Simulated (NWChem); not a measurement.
# SnH2Cl (SMILES [Cl][SnH2]): UHF/def2-SVP (core potential, tol2e 1e-12)

What is the vertical ionisation energy of SnH2Cl at UHF/def2-SVP (core potential, tol2e 1e-12)? 

Program for the calculation: NWChem 7.3.0.

6 further runs of the same task are left out: 1 that didn't finish, 5 set aside as unsound or not needed.

## 1. The system as given

SnH2Cl has 4 atoms, charge 0, and is taken as a doublet. As SMILES, `[Cl][SnH2]`. The shape is that of a PBE0-D4/def2-TZVP optimisation.

Bond lengths: Cl1–Sn2 2.343 Å, Sn2–H3 1.723 Å, Sn2–H4 1.723 Å. Angles: Cl1–Sn2–H3 105.0°, Cl1–Sn2–H4 105.0°, H3–Sn2–H4 111.9°.

## 2. The energy at UHF/def2-SVP (core potential, tol2e 1e-12)

File clh2sn.nw:

```
start clh2sn
memory total 2200 mb

geometry units atomic noautosym nocenter noautoz
 Cl  -3.55759840   0.75286689  -1.10548978
 Sn   0.71809593  -0.33939481  -0.75041024
 H    0.77951203  -2.83458919   1.34094966
 H    2.16468128   2.30735560   0.47639996
end

basis "ao basis" spherical bse
 * library def2-SVP
end

ecp bse
 Sn library def2-SVP
end

scf
 nopen 1
 uhf
 thresh 1e-08
 maxiter 80
 tol2e 1e-12
 noprint "final vectors analysis"
end

task scf energy
```

Run with:

```sh
nwchem clh2sn.nw > clh2sn.out
```

What it wrote:

```text
[...]
  functions       =    54
[...]
  wavefunction    = UHF
[...]
         Total SCF energy =   -673.871428001075
      One electron energy =  -1219.348003886192
      Two electron energy =    441.762226831972
 Nuclear repulsion energy =    103.714349053145
                       Sz =      0.5000
                 Sz(Sz+1) =      0.7500
                      S^2 =      0.7548
[...]
```

Run time: 9 s. Hardware: 1 thread of Intel Xeon Platinum 8488C (Sapphire Rapids), shared host; peak memory 0.099 GiB.

## 3. The singlet cation at the same level

File test.nw:

```
start test
title "ClH2Sn"
memory 2200 mb
charge 1
geometry units angstrom noautosym nocenter noautoz
   Cl   -1.882600    0.398400   -0.585000
   Sn    0.380000   -0.179600   -0.397100
   H     0.412500   -1.500000    0.709600
   H     1.145500    1.221000    0.252100
end
basis spherical bse
   Cl library def2-SVP
   Sn library def2-SVP
   H library def2-SVP
end
ecp bse
   Sn library def2-SVP
end
scf
   thresh 1e-08
   maxiter 80
   tol2e 1e-12
   noprint "final vectors analysis"
end
task scf
```

Run with:

```sh
nwchem test.nw > test.out
```

What it wrote:

```text
[...]
  functions       =    54
[...]
  wavefunction    = RHF
[...]
         Total SCF energy =   -673.556296410393
      One-electron energy =  -1209.039551238445
      Two-electron energy =    431.768898289776
 Nuclear repulsion energy =    103.714356538275
        Time for solution =     12.1s
[...]
```

It took 14 s on 1 thread of Intel Xeon Platinum 8488C (Sapphire Rapids), shared host; peak memory 0.099 GiB.

## 4. Summary of results

At UHF/def2-SVP (core potential, tol2e 1e-12):

```
                                          quantity          value
                      doublet SnH2Cl: total energy  -673.87143 Eh
                     doublet SnH2Cl: dipole moment         2.87 D
                              doublet SnH2Cl: ⟨S²⟩          0.755
                      singlet cation: total energy  -673.55630 Eh
vertical ionisation energy (to the singlet cation)       8.575 eV
```

In words: The vertical ionisation energy comes to 8.58 eV (827 kJ/mol). Only the singlet of the ionised species was computed; a triplet could lie lower. Mulliken charges (singlet cation) run from -0.18 on Cl1 to +1.09 on Sn2; they depend strongly on the basis.
